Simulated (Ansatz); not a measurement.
# Dy3Hf: the cost of one run

Computed with Ansatz 0.2.0 (DFT PBE, scalar-relativistic, plane waves, PAW; 4f electrons in the core of a trivalent norm-conserving potential, unless a step's input says otherwise).

**1. Starting point**

Symmetry: Pm-3m, No. 221, cubic system. Conventional cell: a = 4.944 Å, b = 4.944 Å, c = 4.944 Å, α = 90.00°, β = 90.00°, γ = 90.00°. Dy (site symmetry 4/mmm) is surrounded by 8 Dy at 3.50 Å and 4 Hf at 3.50 Å. Around Hf (site symmetry m-3m) lie 12 Dy at 3.50 Å.

As a file:

```
Dy Hf
1.0
     4.94437    0.00000    0.00000
     0.00000    4.94437    0.00000
     0.00000    0.00000    4.94437
Dy Hf
3 1
Direct
  0.00000 0.50000 0.50000
  0.50000 0.50000 0.00000
  0.50000 0.00000 0.50000
  0.00000 0.00000 0.00000
```

Recipe of the guess: species swapped into a database cell of Ca3Pb (Pm-3m, No. 221), with Dy on the Ca sites and Hf on the Pb sites. Its size is a rough estimate.

**2. A first look at the guess**

Input file input.yaml:

```yaml
crystal:
  lattice:
    - [4.94437313, 0.0, 0.0]
    - [0.0, 4.94437313, 0.0]
    - [0.0, 0.0, 4.94437313]
  atoms:
    - { symbol: Dy, position: [0.0, 0.5, 0.5] }
    - { symbol: Dy, position: [0.5, 0.5, 0.0] }
    - { symbol: Dy, position: [0.5, 0.0, 0.5] }
    - { symbol: Hf, position: [0.0, 0.0, 0.0] }
basis:
  ecutwfc: 630
kpoints:
  mp_grid: { grid: [4, 4, 4] }
hamiltonian:
  xc: pbe
  pseudopotentials:
    kind: paw
    azcp: { Dy: "pseudopotentials/pbe/nc/lanthanide_3plus/Dy.nc.azcp" }
scf:
  occupations: { method: gaussian, width: 0.1 }
  lower_state_search: "off"
output:
  forces: true
  stress: true
  eigenvalues: true
```

On the command line:

```console
$ ansatz run input.yaml --threads 1 --pin off --max-ram 2560MiB --backend cpu --events-out ev --progress --plain --runs-dir out
```

**Question.** How long does this run take on 1 thread of Intel Xeon at 2.50GHz (Skylake/Cascade Lake), shared host, and how much memory does it need?

About 11 s, with a peak of 0.44 GiB.
